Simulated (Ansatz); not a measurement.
# GaAsH₃+ (singlet): the correlation ladder, cc-pVDZ

One table from this session's results is given with a row withheld; the runs are named, their logs left out.

Computed with Ansatz 0.2.0, Gaussian basis. Level: cc-pVDZ, core rule «outside noble gas», up to 28 orbitals frozen.

The runs, in order: UHF; CCSD(T) on RHF; CCSD(T) on UHF; BCCD(T) on RHF; CISD; CCSDT(Q) on RHF; CCSDT(Q) on UHF.

28 further runs of the same task are left out: 14 that didn't finish, 14 set aside as unsound or not needed.

### The geometry

The geometry is a PBE0/def2-TZVP stationary point (not a proven minimum) of the parent state, kept for this charge and spin. No spin-orbit coupling is included. The filled d shell of Ga, As may be among the frozen orbitals whatever the setting's name suggests; the logs give the count.

5 atoms, charge 1, spin multiplicity 1.

Atoms are counted from 1 here; the program's logs count them from 0.

Bond lengths: Ga1–As2 2.461 Å, Ga1–H3 1.605 Å, As2–H4 1.526 Å, As2–H5 1.520 Å. Angles: As2–Ga1–H3 116.9°, Ga1–As2–H4 89.0°, Ga1–As2–H5 93.8°, H4–As2–H5 92.9°.

Geometry (Å):

```xyz
5
charge 1, multiplicity 1
Ga   -0.01992    0.05308    1.27650
As    0.04374   -0.03771   -1.18181
H     0.05930   -1.34662    2.05753
H    -1.26710   -0.81860   -1.16106
H    -0.66559    1.29640   -1.35112
```

The first run:

The input, in.yaml:

```yaml
crystal:
  periodic: [false, false, false]
  atoms:
    - {symbol: Ga, position_ang: [-0.019922, 0.053079, 1.276503]}
    - {symbol: As, position_ang: [0.043743, -0.037708, -1.181813]}
    - {symbol: H, position_ang: [0.059295, -1.346619, 2.057531]}
    - {symbol: H, position_ang: [-1.267104, -0.818597, -1.161064]}
    - {symbol: H, position_ang: [-0.665593, 1.296400, -1.351122]}
basis:
  gaussian: {orbitals: cc-pVDZ}
total_charge: 1
magnetization: {spin_polarized: true, initial_magnetization: 0}
hamiltonian: {xc: hf}
output: {orbitals: {seedname: orbitals}}
```

Started as:

```sh
$ ansatz run in.yaml --threads 1 --pin off --events-out ev --progress --plain --max-ram 2393MiB
```

Steps of the session up to this table: UHF; CCSD(T) on RHF; CCSD(T) on UHF; BCCD(T) on RHF; CISD; CCSDT(Q) on RHF; CCSDT(Q) on UHF.

One of the session's tables, all rows but one given; the rest of the session is left out.

| method | from RCCSDT(Q) (meV) |
| --- | --- |
| RHF | +5533.2 |
| UHF | +5504.7 |
| RMP2 | +1205.6 |
| CISD | +650.9 |
| RCCSD | +213.6 |
| RCCSD(T) | ? |
| BCCD(T) | +42.8 |
| RCCSDT | +11.1 |
| RCCSDT(Q) | 0 |

**Question.** Estimate the row for RCCSD(T).

The run gave: from RCCSDT(Q) (meV): +42.9. In the column «from RCCSDT(Q) (meV)» it lies between BCCD(T) (+42.8) and RCCSD (+213.6).

Not comparable, so not listed: CCSD(T) on UHF; CCSDT(Q) on UHF (they don't share determinant, frozen orbitals or solution with the rows shown, or repeat one).

Limits of these values: Warnings: restricted reference is unstable; spin contamination; large T1 diagnostic.
